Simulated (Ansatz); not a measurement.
# CuNH₂+ (quartet): the correlation ladder, def2-SVP

The task here is to estimate one member of a computed series from the others.

Program: Ansatz 0.2.0, Gaussian basis. Level of theory: def2-SVP, core rule «outside noble gas», up to 10 orbitals frozen. These are calculated values, not measurements.

To be run: UHF; CCSD(T) on ROHF; CCSD(T) on UHF; CISD; CCSDT(Q) on ROHF; CCSDT(Q) on UHF; CASSCF and MRCISD+Q, 17 electrons in 12 orbitals; CASSCF and NEVPT2, 17 electrons in 12 orbitals.

4 further runs of the same task are left out: 2 for a known fault of the program, 2 set aside as unsound or not needed.

## The system

The geometry is a PBE0/def2-TZVP stationary point (not a proven minimum) of the parent state, kept for this charge and spin.

4 atoms, charge 1, spin multiplicity 4.

Atoms are counted from 1 here; the program's logs count them from 0.

Bond lengths: Cu1–N2 1.855 Å, N2–H3 1.021 Å, N2–H4 1.021 Å. Angles: Cu1–N2–H3 125.3°, Cu1–N2–H4 125.3°, H3–N2–H4 109.4°.

Set-up of the first run:

in.yaml reads:

```yaml
crystal:
  periodic: [false, false, false]
  atoms:
    - {symbol: Cu, position_ang: [0.000000, 0.000000, 0.388426]}
    - {symbol: N, position_ang: [0.000000, 0.000000, -1.466278]}
    - {symbol: H, position_ang: [0.000000, 0.832754, -2.056279]}
    - {symbol: H, position_ang: [0.000000, -0.832754, -2.056279]}
basis:
  gaussian: {orbitals: def2-SVP}
total_charge: 1
magnetization: {spin_polarized: true, initial_magnetization: 3}
hamiltonian: {xc: hf}
output: {orbitals: {seedname: orbitals}}
```

On the command line:

```
ansatz run in.yaml --threads 1 --pin off --events-out ev --progress --plain --max-ram 4096MiB --backend cpu
```

Steps of the session up to this table: UHF; CCSD(T) on ROHF; CCSD(T) on UHF; CISD; CCSDT(Q) on ROHF; CCSDT(Q) on UHF; CASSCF and MRCISD+Q, 17 electrons in 12 orbitals; CASSCF and NEVPT2, 17 electrons in 12 orbitals.

One table of the session follows, with a row left open; its other results are not shown here.

It belongs to the step «Misses and costs». 

```
          method  from RCCSDT(Q) (kcal/mol)
            ROHF                    +229.40
             UHF                    +224.80
            RMP2                     +14.51
            UMP2                     +13.27
            CISD                     +21.37
           RCCSD                      +6.05
           UCCSD                          ?
        RCCSD(T)                      -0.20
        UCCSD(T)                      -1.21
          RCCSDT                      -0.37
          UCCSDT                      -1.37
       RCCSDT(Q)                          0
       UCCSDT(Q)                      -1.10
  CASSCF valence                    +200.19
  NEVPT2 valence                     +30.58
  MRCISD valence                     +17.35
MRCISD+Q valence                      +5.76
```

**Question.** Estimate the row for UCCSD.

**Answer.** from RCCSDT(Q) (kcal/mol): +4.96. In the column «from RCCSDT(Q) (kcal/mol)» it lies between RCCSDT(Q) (0) and MRCISD+Q valence (+5.76).

Limits of these values: Restricted and unrestricted rows rest on different reference determinants; where their highest levels disagree by more than a few hundredths of an eV, they describe different states and don't form one ladder.
